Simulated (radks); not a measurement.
**Dipole-allowed lines with 30 electrons: Te²²⁺, I²³⁺, Xe²⁴⁺, Cs²⁵⁺**

One table from this session's results is given with a row withheld; the runs are named, their logs left out.

Method: scalar-relativistic Kohn-Sham, exchange-only LDA, spin-unpolarised, spherical densities, finite nucleus. Code: radks (a radial shooting solver on a logarithmic mesh, Libxc functionals) version 1.

## What is computed

```
species : Te²²⁺ ([Ar] 3d10 4s2), I²³⁺ ([Ar] 3d10 4s2), Xe²⁴⁺ ([Ar] 3d10 4s2), Cs²⁵⁺ ([Ar] 3d10 4s2)
```

Set-up of the first run:

The run's settings:

```text
Z 52
configuration [Ar] 3d10 4s2 4p0 5s0 4d0 4f0
relativity scalar-relativistic
functional lda,
spin unpolarised
nucleus finite rms 4.7423 fm
c 137.035999084
response adiabatic LDA kernel, real frequencies
```

Run with:

```
> python run_ks.py task.json out
```

The same process makes all the runs of this session.

Steps of the session up to this table: Te²²⁺, [Ar] 3d10 4s2; I²³⁺, [Ar] 3d10 4s2; Xe²⁴⁺, [Ar] 3d10 4s2; Cs²⁵⁺, [Ar] 3d10 4s2.

One of the session's tables, all rows but one given; the rest of the session is left out.

| species | −ε(HOMO) (eV) | first line (eV) | strongest line (eV) | static α (bohr³) |
| --- | --- | --- | --- | --- |
| Te²²⁺ | 697.43 | 67.695 | 67.695 | 0.2131 |
| I²³⁺ | 750.73 | 71.252 | 71.252 | 0.1909 |
| Xe²⁴⁺ | 805.96 | 74.931 | 74.931 | 0.1715 |
| Cs²⁵⁺ | ? | ? | ? | ? |

Estimate the missing values for Cs²⁵⁺.

The run gave: −ε(HOMO) (eV): 863.12; first line (eV): 78.734; strongest line (eV): 78.734; static α (bohr³): 0.1544. In the column «−ε(HOMO) (eV)» it is the highest.

Very weak lines can be missed, and lines above minus the highest eigenvalue dissolve into this model's continuum.
